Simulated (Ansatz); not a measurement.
# Co: the cost of one run

Program: Ansatz 0.2.0. Level of theory: DFT PBEsol, scalar-relativistic, plane waves, PAW. These are calculated values, not measurements.

### Step 1. Starting point

Symmetry: P-3m1, No. 164, trigonal system. Conventional cell: a = 2.487 Å, b = 2.487 Å, c = 4.063 Å, α = 90.00°, β = 90.00°, γ = 120.00°. Co (site symmetry 3m) has 12 Co at 2.42 to 2.55 Å as nearest neighbours.

As a file:

```
CELL_PARAMETERS angstrom
2.48736 0.00000 0.00000
-1.24368 2.15412 0.00000
0.00000 0.00000 4.06329
ATOMIC_POSITIONS crystal
Co 0.66667 0.33333 0.25986
Co 0.33333 0.66667 0.74014
```

It goes back to an entry of the Materials Project, which need not be the stable form.

The cell is taken as given, not relaxed at this level.

### Step 2. Zero of energy

Reference values: F = -10185.9414 eV; pressure -9.52 GPa; largest force 0.453 eV/Å; gap on the mesh none (metal). It was computed beforehand with the settings of the runs below.

### Step 3. Setting up biaxial against axial strain

The cell is strained by p along both x and y and by q along z, with fractional coordinates fixed.

### Step 4. p = -0.030, q = -0.030

input.yaml reads:

```yaml
crystal:
  lattice:
    - [2.4127439276, 0.0, 0.0]
    - [-1.2063719638, 2.0894975341, 0.0]
    - [0.0, 0.0, 3.9413908183]
  atoms:
    - { symbol: Co, position: [0.6666666667, 0.3333333333, 0.259861], spin: 1.91 }
    - { symbol: Co, position: [0.3333333333, 0.6666666667, 0.740139], spin: 1.91 }
basis:
  ecutwfc: 420
kpoints:
  mp_grid: { grid: [24, 24, 12] }
hamiltonian:
  xc: pbesol
scf:
  occupations: { method: gaussian, width: 0.15 }
output:
  forces: true
  stress: true
  eigenvalues: true
  populations: true
magnetization:
  spin_polarized: true
```

Started as:

```
> ansatz run input.yaml --threads 1 --pin off --max-ram 2560MiB --backend cpu --events-out ev --progress --plain --runs-dir out
```

Q: Estimate wall time and peak memory on 1 thread of Intel Xeon 6975P-C (Granite Rapids), shared host.

About 27 s, with a peak of 0.76 GiB.
